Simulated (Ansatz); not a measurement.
# GeF+ (triplet): from Hartree-Fock to the top rungs, cc-pVDZ

An exercise on one series of results from a longer session: the logs are not shown, and one member is left open.

Method: cc-pVDZ, core rule «outside noble gas», up to 15 orbitals frozen; program: Ansatz 0.2.0, Gaussian basis.

The runs, in order: UHF; CCSD(T) on ROHF; CCSD(T) on UHF; BCCD(T) on ROHF; CISD; CCSDT(Q) on ROHF; CCSDT(Q) on UHF.

12 further runs of the same task are left out: 5 for a known fault of the program, 2 that didn't finish, 5 set aside as unsound or not needed.

## The geometry

The geometry is a PBE0/def2-TZVP stationary point (not a proven minimum) of the parent state, kept for this charge and spin. No spin-orbit coupling is included. The filled d shell of Ge may be among the frozen orbitals whatever the setting's name suggests; the logs give the count.

2 atoms, charge 1, spin multiplicity 3.

Atoms are counted from 1 here; the program's logs count them from 0.

Bond lengths: Ge1–F2 1.676 Å.

Set-up of the first run:

File in.yaml:

```yaml
crystal:
  periodic: [false, false, false]
  atoms:
    - {symbol: Ge, position_ang: [0.000000, 0.000000, 0.000000]}
    - {symbol: F, position_ang: [0.000000, 0.000000, 1.676300]}
basis:
  gaussian: {orbitals: cc-pVDZ}
total_charge: 1
magnetization: {spin_polarized: true, initial_magnetization: 2}
hamiltonian: {xc: hf}
output: {orbitals: {seedname: orbitals}}
```

Started as:

```sh
$ ansatz run in.yaml --threads 1 --pin off --events-out ev --progress --plain --max-ram 2393MiB
```

Steps of the session up to this table: UHF; CCSD(T) on ROHF; CCSD(T) on UHF; BCCD(T) on ROHF; CISD; CCSDT(Q) on ROHF; CCSDT(Q) on UHF.

One of the session's tables, all rows but one given; the rest of the session is left out.

```
   method  from RCCSDT(Q) (meV)
     ROHF               +6550.7
      UHF               +6449.8
     RMP2                +337.3
     UMP2                +337.2
    RCCSD                     ?
    UCCSD                +172.4
 RCCSD(T)                 +30.9
 UCCSD(T)                 +18.3
  BCCD(T)                 +30.5
   RCCSDT                 +12.5
   UCCSDT                  -2.0
RCCSDT(Q)                     0
UCCSDT(Q)                 -21.8
```

Q: Estimate the row for RCCSD from the others.

**Answer.** from RCCSDT(Q) (meV): +193.6. In the column «from RCCSDT(Q) (meV)» it lies between UCCSD (+172.4) and UMP2 (+337.2).

Not comparable, so not listed: CISD (they don't share determinant, frozen orbitals or solution with the rows shown, or repeat one).

Limits of these values: Restricted and unrestricted rows rest on different reference determinants; where their highest levels disagree by more than a few hundredths of an eV, they describe different states and don't form one ladder.
